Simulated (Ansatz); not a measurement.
# BrH5SSi2: the cost of one run

All numbers below are computed with Ansatz 0.2.0 (RKS PBE0/def2-mTZVP).

### Step 1. The starting structure

Bond lengths: Si1–Br2 2.701 Å, Si1–S3 2.090 Å, Si1–H5 1.461 Å, Si1–Si6 2.327 Å, Si6–H7 1.464 Å, Si6–H8 1.462 Å, Si6–H9 1.466 Å. Angles: Br2–Si1–S3 90.0°, Br2–Si1–H5 93.3°, Br2–Si1–Si6 103.7°, S3–Si1–H5 113.7°, S3–Si1–Si6 124.1°, H5–Si1–Si6 119.1°, Si1–Si6–H7 109.7°, Si1–Si6–H8 111.3°, Si1–Si6–H9 107.8°, H7–Si6–H8 109.3°, H7–Si6–H9 108.9°, H8–Si6–H9 109.8°.

As a file:

```xyz
9

Si   -0.7522   -0.3518   -0.2704
Br    1.1086   -1.9331   -1.4237
S    -1.3236   -1.9315    0.9723
H    -0.0690   -2.7244   -0.0234
H    -1.5458   -0.2505   -1.4933
Si    0.4657    1.4968    0.4466
H     0.7908    2.3474   -0.6997
H     1.7013    1.0922    1.1148
H    -0.3758    2.2549    1.3768
```

### Step 2. A restrained relaxation towards end A

Springs on the bonds that form and break draw the guess towards this end; the thresholds are loose.

File input.yaml:

```yaml
crystal:
  periodic: [false, false, false]
  atoms:
    - { symbol: Si, position_ang: [-0.7522, -0.3518, -0.2704] }
    - { symbol: Br, position_ang: [1.1086, -1.9331, -1.4237] }
    - { symbol: S, position_ang: [-1.3236, -1.9315, 0.9723] }
    - { symbol: H, position_ang: [-0.069, -2.7244, -0.0234] }
    - { symbol: H, position_ang: [-1.5458, -0.2505, -1.4933] }
    - { symbol: Si, position_ang: [0.4657, 1.4968, 0.4466] }
    - { symbol: H, position_ang: [0.7908, 2.3474, -0.6997] }
    - { symbol: H, position_ang: [1.7013, 1.0922, 1.1148] }
    - { symbol: H, position_ang: [-0.3758, 2.2549, 1.3768] }
basis:
  gaussian: { orbitals: def2-mTZVP }
hamiltonian:
  xc: pbe0
relax:
  f_tol: 0.15
  max_steps: 25
  restrain:
    - { distance: [3, 1], at: 2.81, k: 30.0 }
    - { distance: [0, 1], at: 2.31, k: 30.0 }
    - { distance: [3, 2], at: 1.36, k: 30.0 }
output:
  orbitals: {}
```

Command:

```bash
> ansatz run input.yaml --threads 4 --pin off --max-ram 5120MiB --backend cpu --events-out ev --progress --plain --runs-dir out
```

Q: Estimate wall time and peak memory on 4 threads of Intel Xeon 6975P-C (Granite Rapids), shared host.

About 8.2 s, with a peak of 0.34 GiB.
